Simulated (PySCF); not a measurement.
# MoNH3SO2 (SMILES [NH2][Mo](=[O])([OH])=[S]) at 6 levels

Aim: a comparison of 6 runs (HF/def2-SVP, CAM-B3LYP/STO-3G, B3LYP/def2-SVP, BLYP/def2-SVP, PBE0/def2-SVP, SVWN5/def2-SVP) of MoNH3SO2. 

Program for the calculation: PySCF 2.14.0.

**1. The structure to begin with**

The species is MoNH3SO2 (8 atoms), meant as a singlet with charge 0. As SMILES, `[NH2][Mo](=[O])([OH])=[S]`. The coordinates come from a PBE0-D4/def2-TZVP relaxation. This is one conformer, not always the lowest.

Bond lengths: N1–Mo2 1.915 Å, Mo2–O3 1.670 Å, Mo2–O4 1.874 Å, Mo2–S5 2.116 Å, N1–H6 1.010 Å, N1–H7 1.009 Å, O4–H8 0.961 Å. Angles: N1–Mo2–O3 107.5°, N1–Mo2–O4 110.4°, N1–Mo2–S5 108.0°, O3–Mo2–O4 108.5°, O3–Mo2–S5 112.2°, O4–Mo2–S5 110.2°, Mo2–N1–H6 122.2°, Mo2–N1–H7 124.7°, Mo2–O4–H8 121.6°, H6–N1–H7 112.0°.

**2. Energy and gradient at HF/def2-SVP (core potential) (run 1)**

Contents of start.xyz:

```xyz
8
H3MoNO2S
N     -0.666700     0.660800     1.062500
Mo     0.508200    -0.299900    -0.105000
O      1.297500    -1.450400     0.813500
O     -0.470700    -1.174400    -1.442000
S      1.849000     1.088100    -0.972300
H     -0.958300     0.291400     1.955700
H     -0.911200     1.633800     0.957300
H     -0.555800    -0.806600    -2.325500
```

Contents of calc.py:

```python
import pyscf.grad
from pyscf import gto

molecule = gto.M(
    atom='start.xyz',
    max_memory=1860,
    verbose=4,
    ecp={'Mo': 'def2-svp'},
    basis='def2-svp',
    spin=0,
)

calc0 = molecule.RHF()
calc0.conv_tol = 1e-10
calc0.kernel()
if not calc0.converged:
    calc0 = calc0.newton().run(calc0.mo_coeff, calc0.mo_occ)

energy = calc0.e_tot
print('E = %.10f Eh' % energy)
grad = calc0.Gradients().kernel()
calc0.analyze()
```

Started as:

```sh
$ OMP_NUM_THREADS=1 python calc.py
```

Standard output:

```text
PySCF version 2.14.0

[... 105 lines left out ...]
MO #6   energy= -6.64387068412763  occ= 2
[... 19 lines left out ...]
MO #26  energy= -0.442154182756562 occ= 2
[... 19 lines left out ...]
MO #46  energy= 0.508317383030444  occ= 0
[... 19 lines left out ...]
MO #66  energy= 1.28373843841476   occ= 0
[... 19 lines left out ...]
MO #86  energy= 2.04887616718759   occ= 0
[... 19 lines left out ...]
MO #106 energy= 39.623213973058    occ= 0
[... 117 lines left out ...]
Dipole moment(X, Y, Z, Debye): -3.19098,  2.25659, -0.05385
```

Run time: 16 s. Hardware: 1 thread of Intel Xeon at 2.70GHz, shared host; peak memory 0.24 GiB.

**3. Energy and forces at CAM-B3LYP/STO-3G (run 2)**

Contents of input.xyz:

```xyz
8

N     -0.666700     0.660800     1.062500
Mo     0.508200    -0.299900    -0.105000
O      1.297500    -1.450400     0.813500
O     -0.470700    -1.174400    -1.442000
S      1.849000     1.088100    -0.972300
H     -0.958300     0.291400     1.955700
H     -0.911200     1.633800     0.957300
H     -0.555800    -0.806600    -2.325500
```

Contents of run.py:

```python
from pyscf import gto, dft

system = gto.Mole()
system.atom = 'input.xyz'
system.basis = 'sto-3g'
system.max_memory = 1860
system.charge = 0
system.verbose = 4
system.build()

mf = dft.RKS(system)
mf.xc = 'cam-b3lyp'
mf.conv_tol = 1e-10
mf.grids.level = 5
mf.kernel()
if not mf.converged:
    mf = mf.newton().run(mf.mo_coeff, mf.mo_occ)

etot = mf.e_tot
print(f'total energy: {etot:.8f} hartree')
grad = mf.nuc_grad_method().kernel()
dip = mf.dip_moment()
pop, q = mf.mulliken_pop()
```

Started as:

```sh
$ OMP_NUM_THREADS=1 python run.py
```

Standard output:

```text
PySCF version 2.14.0

[... 82 lines left out ...]
converged SCF energy = -4535.96138470034
total energy: -4535.96138470 hartree
[... 12 lines left out ...]
Dipole moment(X, Y, Z, Debye): -2.18428,  0.94567, -0.08946
[... 63 lines left out ...]
charge of    7H =      0.21705
```

It took 47 s on 1 thread of Intel Xeon at 2.70GHz, shared host; peak memory 0.56 GiB.

Run 3 isn't shown in full; the table further down has it.

**4. Energy and forces at BLYP/def2-SVP (core potential) (run 4)**

Contents of job.py:

```python
from pyscf import gto, dft

mol = gto.M(
    atom=[
    ('N', (-0.666700, 0.660800, 1.062500)),
    ('Mo', (0.508200, -0.299900, -0.105000)),
    ('O', (1.297500, -1.450400, 0.813500)),
    ('O', (-0.470700, -1.174400, -1.442000)),
    ('S', (1.849000, 1.088100, -0.972300)),
    ('H', (-0.958300, 0.291400, 1.955700)),
    ('H', (-0.911200, 1.633800, 0.957300)),
    ('H', (-0.555800, -0.806600, -2.325500)),
],
    ecp={'Mo': 'def2-svp'},
    verbose=4,
    max_memory=1860,
    basis='def2-svp',
)

myscf = dft.RKS(mol, xc='blyp')
myscf.grids.level = 5
myscf.conv_tol = 1e-10
myscf.kernel()
if not myscf.converged:
    myscf = myscf.newton().run(myscf.mo_coeff, myscf.mo_occ)

e_tot = myscf.e_tot
print(f'total energy: {e_tot:.8f} hartree')
grad = myscf.nuc_grad_method().kernel()
dip = myscf.dip_moment()
pop, q = myscf.mulliken_pop()
```

Started as:

```sh
$ OMP_NUM_THREADS=1 python job.py
```

Standard output:

```text
PySCF version 2.14.0

[... 92 lines left out ...]
converged SCF energy = -673.229222692489
total energy: -673.22922269 hartree
[... 12 lines left out ...]
Dipole moment(X, Y, Z, Debye): -3.10712,  1.75859,  0.06529
[... 115 lines left out ...]
charge of    7H =      0.21369
```

It took 54 s on 1 thread of Intel Xeon at 2.70GHz, shared host; peak memory 1.1 GiB.

Run 5 isn't shown in full; the table further down has it.

**5. Energy and gradient at SVWN5/def2-SVP (core potential) (run 6)**

Contents of calc.py:

```python
# [NH2][Mo](=[O])([OH])=[S]
import pyscf.grad
from pyscf import gto, dft

system = gto.Mole()
system.atom = '''
N     -0.666700     0.660800     1.062500
Mo     0.508200    -0.299900    -0.105000
O      1.297500    -1.450400     0.813500
O     -0.470700    -1.174400    -1.442000
S      1.849000     1.088100    -0.972300
H     -0.958300     0.291400     1.955700
H     -0.911200     1.633800     0.957300
H     -0.555800    -0.806600    -2.325500
'''
system.basis = 'def2-svp'
system.ecp = {'Mo': 'def2-svp'}
system.verbose = 3
system.max_memory = 1860
system.build()

myscf = dft.RKS(system)
myscf.xc = 'svwn'
myscf.conv_tol = 1e-10
myscf.grids.level = 5
myscf.kernel()
if not myscf.converged:
    myscf = myscf.newton().run(myscf.mo_coeff, myscf.mo_occ)

etot = myscf.e_tot
print(f'total energy: {etot:.8f} hartree')
grad = myscf.Gradients().kernel()
myscf.analyze()
```

Started as:

```sh
$ OMP_NUM_THREADS=1 python calc.py
```

Standard output:

```text
converged SCF energy = -670.308833959002
[... 25 lines left out ...]
MO #16  energy= -0.608085600293194 occ= 2
[... 17 lines left out ...]
MO #34  energy= -0.0227174639910932 occ= 0
[... 17 lines left out ...]
MO #52  energy= 0.56726832827984   occ= 0
[... 17 lines left out ...]
MO #70  energy= 1.09905161528629   occ= 0
[... 17 lines left out ...]
MO #88  energy= 2.03903158547244   occ= 0
[... 17 lines left out ...]
MO #106 energy= 39.2977152553914   occ= 0
[... 9 lines left out ...]
Dipole moment(X, Y, Z, Debye): -3.20588,  1.85964,  0.05254
```

It took 30 s on 1 thread of Intel Xeon at 2.70GHz, shared host; peak memory 0.6 GiB.

**6. Overview of the runs**

```csv
run,level,core potential,integration grid,energy (Eh),dipole moment (D),HOMO energy (eV),LUMO energy (eV),wall time
1,HF/def2-SVP (core potential),def2-svp,–,-670.731659,3.91,-10.48,0.47,16 s
2,CAM-B3LYP/STO-3G,–,5,-4535.961385,2.38,-4.68,2.87,47 s
3,B3LYP/def2-SVP (core potential),def2-svp,5,-673.301264,3.64,-7.26,-2.76,52 s
4,BLYP/def2-SVP (core potential),def2-svp,5,-673.229223,3.57,-6.04,-3.08,54 s
5,PBE0/def2-SVP (core potential),def2-svp,5,-672.885387,3.69,-7.57,-2.65,56 s
6,SVWN5/def2-SVP (core potential),def2-svp,5,-670.308834,3.71,-6.39,-3.38,30 s
```

**7. Results**

| quantity | value |
| --- | --- |
| run 6: total energy | -670.30883 Eh |
| run 6: dipole moment | 3.71 D |
| run 6: HOMO energy | -6.39 eV |
| run 6: LUMO energy | -3.38 eV |
| run 6: HOMO–LUMO gap | 3.02 eV |
| run 6: largest force on an atom | 1.005 eV/Å |

The dipole moment (its size) runs from 2.38 D (CAM-B3LYP/STO-3G) to 3.91 D (HF/def2-SVP). The two ends differ in method and basis and core potential. The HOMO–LUMO gap runs from 2.97 eV (BLYP/def2-SVP) to 10.95 eV (HF/def2-SVP). Exact exchange widens orbital gaps. Totals of different functionals can't be ranked against each other. Some runs of one species differ in core potentials or relativity; totals across that change don't compare. In run 2 the basis is minimal, so the values are rough. In run 2 relativity is left out where basis or elements ask for it. All runs together took 4.3 min, the longest 56 s.
